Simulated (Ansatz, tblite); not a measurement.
# Cyclo-(F2SiSe)3 (Si3Se3F6): rung by rung

One table from this session's results is given with a row withheld; the runs are named, their logs left out.

Computed with Ansatz 0.2.0, Gaussian basis. Level: as each input shows.

The runs, in order: GFN1-xTB, GFN2-xTB, PBE-D4/def2-TZVP, r2SCAN-D4/def2-TZVP, r2SCAN0-D4/def2-TZVP, BHLYP-D4/def2-TZVP, B3LYP-D4/def2-TZVP, LC-ωPBE(0.10)/def2-SVP, LC-ωPBE(0.15)/def2-SVP, LC-ωPBE(0.20)/def2-SVP, LC-ωPBE(0.30)/def2-SVP, PBE-D4/def2-SVP, PBE0-D4/def2-SVP, HF/6-31G, B3LYP-D4/6-31G, CCSD(T)/def2-SVP, MP2/def2-TZVP, RPA/def2-TZVP.

**The structure**

The geometry is that of the singlet, from an earlier relaxation (PBE-D4/def2-SVP).

12 atoms, charge 0, spin multiplicity 1.

Bond lengths: Si1–F2 1.622 Å, Si1–F3 1.622 Å, Si1–Se4 2.280 Å, Si1–Se12 2.280 Å, Se4–Si5 2.280 Å, Si5–F6 1.622 Å, Si5–F7 1.622 Å, Si5–Se8 2.280 Å, Se8–Si9 2.280 Å, Si9–F10 1.622 Å, Si9–F11 1.622 Å, Si9–Se12 2.280 Å. Angles: F2–Si1–F3 108.8°, F2–Si1–Se4 105.2°, F2–Si1–Se12 105.2°, F3–Si1–Se4 110.3°, F3–Si1–Se12 110.3°, Se4–Si1–Se12 116.6°, Si1–Se4–Si5 95.7°, Se4–Si5–F6 105.2°, Se4–Si5–F7 110.3°, Se4–Si5–Se8 116.6°, F6–Si5–F7 108.8°, F6–Si5–Se8 105.2°, F7–Si5–Se8 110.3°, Si5–Se8–Si9 95.8°, Se8–Si9–F10 105.2°, Se8–Si9–F11 110.3°, Se8–Si9–Se12 116.6°, F10–Si9–F11 108.8° and more.

PBE0-D4/def2-TZVP was run before; its log isn't repeated, and its numbers join the tables.

The first run:

Tight binding, by tblite at 300 K electronic temperature and without a spin-polarisation term:

```python
tblite.interface.Calculator('GFN1-xTB', numbers, positions, charge=0, uhf=0).singlepoint()
```

Tight binding, by tblite at 300 K electronic temperature and without a spin-polarisation term:

```python
tblite.interface.Calculator('GFN2-xTB', numbers, positions, charge=0, uhf=0).singlepoint()
```

start.molden holds the orbitals of an earlier run on this state, given as this run's starting guess.

File in.yaml:

```yaml
crystal:
  periodic: [false, false, false]
  atoms:
    - {symbol: Si, position_ang: [0.115763, 1.950319, 0.042015]}
    - {symbol: F, position_ang: [0.512041, 3.521428, -0.028729]}
    - {symbol: F, position_ang: [-1.414062, 1.820429, 0.564695]}
    - {symbol: Se, position_ang: [1.549871, 1.039434, 1.561998]}
    - {symbol: Si, position_ang: [0.621720, -1.042488, 1.532479]}
    - {symbol: F, position_ang: [1.428247, -1.883746, 2.660451]}
    - {symbol: F, position_ang: [-0.941915, -0.966684, 1.956358]}
    - {symbol: Se, position_ang: [0.861119, -2.241402, -0.391641]}
    - {symbol: Si, position_ang: [-0.481794, -0.908172, -1.662804]}
    - {symbol: F, position_ang: [-0.563780, -1.641238, -3.107244]}
    - {symbol: F, position_ang: [-1.971853, -0.841328, -1.025912]}
    - {symbol: Se, position_ang: [0.284634, 1.193447, -2.101645]}
basis:
  gaussian: {orbitals: def2-TZVP, fitting: {mean_field: def2-universal-jkfit}, initial_orbitals: start.molden}
hamiltonian: {xc: pbe, dispersion: d4}
scf: {omitted_lower_state_checks: [starts]}
output: {orbitals: {seedname: orbitals}}
```

Command:

```sh
$ ansatz run in.yaml --threads 2 --pin off --events-out ev --progress --plain --max-ram 32768MiB --backend cuda --devices 0, --max-vram 18GiB
```

Among the steps run: PBE-D4/def2-TZVP; r2SCAN-D4/def2-TZVP; r2SCAN0-D4/def2-TZVP; BHLYP-D4/def2-TZVP; B3LYP-D4/def2-TZVP; LC-ωPBE(0.10)/def2-SVP; LC-ωPBE(0.15)/def2-SVP; LC-ωPBE(0.20)/def2-SVP; LC-ωPBE(0.30)/def2-SVP; PBE-D4/def2-SVP; PBE0-D4/def2-SVP; HF/6-31G; B3LYP-D4/6-31G; CCSD(T)/def2-SVP; MP2/def2-TZVP; RPA/def2-TZVP.

One table of the session follows, with a row left open; its other results are not shown here.

It belongs to the step «Binding energy». 

| method | binding an atom (eV) |
| --- | --- |
| HF/6-31G | 1.974 |
| HF/def2-SVP | 2.944 |
| HF/def2-TZVP | 3.085 |
| PBE-D4/def2-SVP | 4.485 |
| PBE-D4/def2-TZVP | 4.535 |
| r2SCAN-D4/def2-TZVP | ? |
| B3LYP-D4/6-31G | 3.447 |
| B3LYP-D4/def2-TZVP | 4.357 |
| PBE0-D4/def2-SVP | 4.294 |
| PBE0-D4/def2-TZVP | 4.384 |
| r2SCAN0-D4/def2-TZVP | 4.313 |
| BHLYP-D4/def2-TZVP | 4.176 |
| RPA/def2-TZVP | 3.934 |
| MP2/def2-SVP | 4.172 |
| MP2/def2-TZVP | 4.518 |
| CCSD/def2-SVP | 3.866 |
| CCSD(T)/def2-SVP | 3.935 |

Estimate the missing values for r2SCAN-D4/def2-TZVP.

As computed: binding an atom (eV): 4.461. In the column «binding an atom (eV)» it lies between PBE0-D4/def2-TZVP (4.384) and PBE-D4/def2-SVP (4.485).

Limits of these values: Free atoms were run apart at each level; binding is atoms less cluster, divided by the number of atoms, without zero-point or spin-orbit terms.
